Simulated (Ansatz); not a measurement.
C2H4ClF, SMILES CC(F)Cl: an atomisation energy, run with the Ansatz DFT code, driven from Python.

`tae_c2h4clf.py`
```python
'''Atomisation energy of C2H4ClF at the given geometry.'''

from collections import Counter

import ansatz as az


def energy(molecule, charge=0, unpaired=0):
    calc = molecule.calculation().basis(gaussian='def2-SVP').correlation('MP2')
    if charge:
        calc = calc.charge(charge)
    if unpaired:
        calc = calc.spin('collinear', total=unpaired)
    report = calc.run().report
    if report['published_state_doubts']:
        print('  doubts:', report['published_state_doubts'])
    return report['free_energy_ev']


def main() -> None:
    geometry = (
        az.Crystal.molecule()
        .atom('C', [0.0477, 0.7429, -0.0517])
        .atom('C', [-0.0795, -0.7098, 0.1586])
        .atom('F', [0.9909, -1.1007, 0.8398])
        .atom('Cl', [-0.0539, -1.5625, -1.3909])
        .atom('H', [-0.8678, 1.1503, -0.6339])
        .atom('H', [0.0436, 1.3234, 0.8977])
        .atom('H', [0.9347, 1.0602, -0.6081])
        .atom('H', [-0.9236, -0.961, 0.7328])
    )

    # unpaired electrons of the ground-state atoms
    unpaired = {'C': 2, 'F': 1, 'Cl': 1, 'H': 1}
    counts = Counter(site.symbol for site in geometry.cartesian_sites)
    atom_energy = {s: energy(az.Crystal.molecule().atom(s, (0, 0, 0)), 0, unpaired[s]) for s in counts}
    whole = energy(geometry, 0, 0)
    for s, e in atom_energy.items():
        print(f'{s:2s} x{counts[s]}  {e:14.5f} eV')
    print(f'C2H4ClF: {whole:.5f} eV')
    split = sum(counts[s] * e for s, e in atom_energy.items()) - whole
    print(f'atomisation energy (no zero-point term): {96.485332 * split:.1f} kJ/mol, {split / sum(counts.values()):.3f} eV an atom')


if __name__ == '__main__':
    main()
```

What does it cost to take this molecule apart into atoms?

2811.9 kJ/mol from the electronic energies, without the zero-point term.

The run itself:

```console
$ python tae_c2h4clf.py
C  x2     -1025.74186 eV
F  x1     -2705.42218 eV
Cl x1    -12501.67929 eV
H  x4       -13.58606 eV
C2H4ClF: -17342.07278 eV
atomisation energy (no zero-point term): 2811.9 kJ/mol, 3.643 eV an atom
```

Reading the output:
- Total energies depend on the basis set; only differences at equal settings carry meaning.
- The geometry is a force-field or estimated start, not a minimum of this method, and the basis set is short of its limit. All parts are taken at fixed geometry, without zero-point energy.
- In double-zeta sets correlated atomisation energies come out some 10 to 15 % low.
- Wall time of the script: 1.6 s on 1 thread of Intel(R) Xeon(R) Processor @ 2.30GHz (shared host), peak memory 0.22 GiB.
